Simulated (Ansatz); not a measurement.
# C₃H₁₂InNO₂Si: how energies converge with the basis set

Aim: see how fast density functionals converge with the basis set for C₃H₁₂InNO₂Si.

Computed with Ansatz 0.2.0, Gaussian basis. Level: one geometry, several basis sets.

The runs, in order: PBE0-D4/def2-SVP; ωB97M-V/def2-SVP; PBE0-D4/def2-QZVPP; ωB97M-V/def2-QZVPP; the functionals' def2-TZVPP values are taken from earlier runs.

### Step 1. Structure used throughout

The geometry comes from an earlier relaxation with PBE0-D4/def2-TZVP; it is a stationary point, not always the lowest conformer. In takes the def2 core potential; no spin-orbit term is included.

20 atoms, charge 0, spin multiplicity 1.

Atoms are counted from 1 here; the program's logs count them from 0.

Bond lengths: C1–O2 1.407 Å, C1–H9 1.098 Å, C1–H10 1.095 Å, C1–H11 1.098 Å, O2–In3 1.972 Å, In3–O4 1.983 Å, In3–N6 1.983 Å, O4–Si5 1.623 Å, Si5–H12 1.488 Å, Si5–H13 1.493 Å, Si5–H14 1.493 Å, N6–C7 1.440 Å, N6–C8 1.441 Å, C7–H15 1.092 Å, C7–H16 1.101 Å, C7–H17 1.100 Å, C8–H18 1.100 Å, C8–H19 1.092 Å and more. Angles: O2–C1–H9 112.7°, O2–C1–H10 108.1°, O2–C1–H11 112.9°, H9–C1–H10 107.6°, H9–C1–H11 107.7°, H10–C1–H11 107.6°, C1–O2–In3 121.2°, O2–In3–O4 117.3°, O2–In3–N6 126.2°, O4–In3–N6 116.4°, In3–O4–Si5 139.4°, O4–Si5–H12 109.5°, O4–Si5–H13 111.8°, O4–Si5–H14 111.8°, H12–Si5–H13 108.2°, H12–Si5–H14 108.2°, H13–Si5–H14 107.2°, In3–N6–C7 123.5° and more.

### Step 2. PBE0-D4 in def2-SVP

File in.yaml:

```yaml
crystal:
  periodic: [false, false, false]
  atoms:
    - {symbol: C, position_ang: [2.287587, 2.121181, 0.026774]}
    - {symbol: O, position_ang: [0.888786, 2.003474, -0.063205]}
    - {symbol: In, position_ang: [0.005272, 0.241319, -0.008744]}
    - {symbol: O, position_ang: [1.164585, -1.349934, 0.226628]}
    - {symbol: Si, position_ang: [2.740033, -1.718969, 0.353796]}
    - {symbol: N, position_ang: [-1.949166, -0.090984, -0.066941]}
    - {symbol: C, position_ang: [-2.923419, 0.940175, -0.315265]}
    - {symbol: C, position_ang: [-2.492381, -1.425392, -0.087389]}
    - {symbol: H, position_ang: [2.807415, 1.655144, -0.820334]}
    - {symbol: H, position_ang: [2.539609, 3.186680, 0.024666]}
    - {symbol: H, position_ang: [2.694963, 1.686357, 0.948886]}
    - {symbol: H, position_ang: [2.897302, -3.196082, 0.447396]}
    - {symbol: H, position_ang: [3.356508, -1.105679, 1.567490]}
    - {symbol: H, position_ang: [3.518664, -1.241173, -0.827458]}
    - {symbol: H, position_ang: [-2.469803, 1.932755, -0.278694]}
    - {symbol: H, position_ang: [-3.402574, 0.827589, -1.299827]}
    - {symbol: H, position_ang: [-3.723100, 0.913991, 0.439464]}
    - {symbol: H, position_ang: [-3.269315, -1.544073, 0.681994]}
    - {symbol: H, position_ang: [-1.716817, -2.168809, 0.107472]}
    - {symbol: H, position_ang: [-2.954140, -1.667560, -1.056708]}
basis:
  gaussian: {orbitals: def2-SVP}
hamiltonian: {xc: pbe0, dispersion: d4}
output: {orbitals: {seedname: orbitals}}
```

Launch:

```bash
> ansatz run in.yaml --threads 2 --pin off --events-out ev --progress --plain --max-ram 20480MiB --backend cpu
```

The runs that follow: ωB97M-V in def2-SVP; PBE0-D4 in def2-QZVPP; ωB97M-V in def2-QZVPP.

Q: Predict the results of all the runs planned. Wanted: PBE0-D4: double and triple zeta above quadruple; ωB97M-V: double and triple zeta above quadruple.

As calculated:

| quantity | value |
| --- | --- |
| PBE0-D4: double and triple zeta above quadruple | 14.44, 0.87 eV |
| ωB97M-V: double and triple zeta above quadruple | 14.82, 0.82 eV |

**Reading.** For PBE0-D4 the step from double to triple zeta gains 13.58 eV and the next only 0.87 eV. Total energies overstate the basis error of differences, where much of it tends to cancel.
